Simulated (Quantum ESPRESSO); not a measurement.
Runs of Quantum ESPRESSO 7.5 on Ca3Au2. Symmetry: Pm-3m, No. 221, cubic system. Conventional cell: a = 5.031 Å, b = 5.031 Å, c = 5.031 Å, α = 90.00°, β = 90.00°, γ = 90.00°. Ca (site symmetry 4/mmm) has 2 Au at 2.52 Å as nearest neighbours. Au (site symmetry m-3m) is surrounded by 12 Ca at 3.56 Å. Around Au (site symmetry m-3m) lie 6 Ca at 2.52 Å. The cell was built by a generator and needn't be a form met in nature.

```tsv
task	level	potentials or basis	cutoff (eV)	smearing	dos occupations	gap on the mesh (eV)	pressure (GPa)
real-space fields	B86bPBE	GBRV 1.5 PBE	612	gaussian 0.05 eV	-	none	17.3
single point	PBEsol+D3(BJ)	GBRV 1.5 LDA	612	gaussian 0.136 eV	-	none	11.2
projected density of states	BP86+D3(BJ)	PseudoDojo 0.5 SR PBE standard	1034	methfessel-paxton 0.1 eV	tetrahedra_opt	none	10.6
single point	PBE	SSSP 1.3 efficiency PBE	816	fermi-dirac 0.05 eV	-	none	(a)
```

Alike in all rows: no spin polarisation; cell as given; k mesh 5 × 5 × 5.

Q: Fill in the values left out.

A: (a) 16.9.

Caveats: the potentials were made for another functional, which shifts forces and pressure (some runs); so large a pressure means that the cell lies far from this level's equilibrium, or that cutoff or potentials fall short (some runs); pairwise dispersion overbinds metals, which lowers pressure and volume (some runs).

A k mesh can miss the band edges, and the runs leave out spin-orbit coupling on Au.

A gap of «none» marks a metal or a gap under the smearing width.

Not every run made on this cell is shown here.
